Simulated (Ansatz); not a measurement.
# Iron, simple cubic: r²SCAN0 at the r²SCAN geometry

How do the levels change when part of the exchange is made exact, and what does it cost? Spin polarisation is left out, though the real metal is magnetic, so these are not its levels. The geometry was relaxed under r²SCAN beforehand and is kept. Exact exchange is dear, so the k-mesh is coarse, and r²SCAN is run on the same mesh for comparison.

Program: Ansatz 0.2.0. Level of theory: DFT, plane waves (500 eV) with PBE-made PAW files, scalar-relativistic; functionals as named at each step. These are calculated values, not measurements.

### 1 The starting structure

Symmetry: Pm-3m, No. 221, cubic system. Conventional cell: a = 2.239 Å, b = 2.239 Å, c = 2.239 Å, α = 90.00°, β = 90.00°, γ = 90.00°. Around Fe (site symmetry m-3m) lie 6 Fe at 2.24 Å.

Structure file:

```cif
data_structure
_symmetry_space_group_name_H-M 'P 1'
_symmetry_Int_Tables_number 1
_cell_length_a 2.2392
_cell_length_b 2.2392
_cell_length_c 2.2392
_cell_angle_alpha 90.000
_cell_angle_beta 90.000
_cell_angle_gamma 90.000
_cell_volume 11.23
loop_
_atom_site_label
_atom_site_type_symbol
_atom_site_fract_x
_atom_site_fract_y
_atom_site_fract_z
_atom_site_occupancy
Fe1 Fe 0.00000 0.00000 0.00000 1
```

### 2 r²SCAN, coarse mesh

The run with r²SCAN.

Input file input.yaml:

```yaml
crystal:
  lattice:
    - [2.2391755303, 0.0, 0.0]
    - [0.0, 2.2391755303, 0.0]
    - [0.0, 0.0, 2.2391755303]
  atoms:
    - { symbol: Fe, position: [0.0, 0.0, 0.0] }
hamiltonian:
  xc: r2scan
  pseudopotentials:
    kind: paw
    azcp:
      Fe: "pseudopotentials/Fe.paw.azcp"
basis:
  ecutwfc: 500
  fft_grid_basis: typed
kpoints:
  mp_grid: { grid: [7, 7, 7], shift: [0, 0, 0] }
magnetization:
  spin_polarized: false
scf:
  occupations: { method: fermi_dirac, width: 0.1 }
```

Launch:

```
$ ansatz run input.yaml --threads 4 --pin off --max-ram 8192MiB --backend cpu --events-out ev --progress --plain --runs-dir out
```

### 3 r²SCAN0, coarse mesh

The run with r²SCAN0.

Changes to input.yaml since step 2:

```diff
@@ -8,3 +8,3 @@
 hamiltonian:
-  xc: r2scan
+  xc: r2scan0
   pseudopotentials:
@@ -22 +22,6 @@
   occupations: { method: fermi_dirac, width: 0.1 }
+output:
+  write_density: true
+  write_potential: true
+  elf: true
+  volumetric_format: npy
```

(Steps that only read results are left out.)

Q: Predict the outcome of this session. Wanted: r²SCAN: gap; r²SCAN0: gap.

As calculated:

| quantity | value |
| --- | --- |
| r²SCAN: gap | none (levels filled in part) |
| r²SCAN0: gap | none (levels filled in part) |
| r²SCAN0: SCF cycles, exchange loops | 43, 4 |
| r²SCAN0: CPU time over that of r²SCAN | 19 |

**Reading.** Neither r²SCAN nor r²SCAN0 shows a clean gap on this mesh. The hybrid took 19 times as much CPU time as r²SCAN on the same settings. The exchange operator of r²SCAN0 was renewed in 4 outer loops. The total energies in the logs cannot be compared from one functional to another.
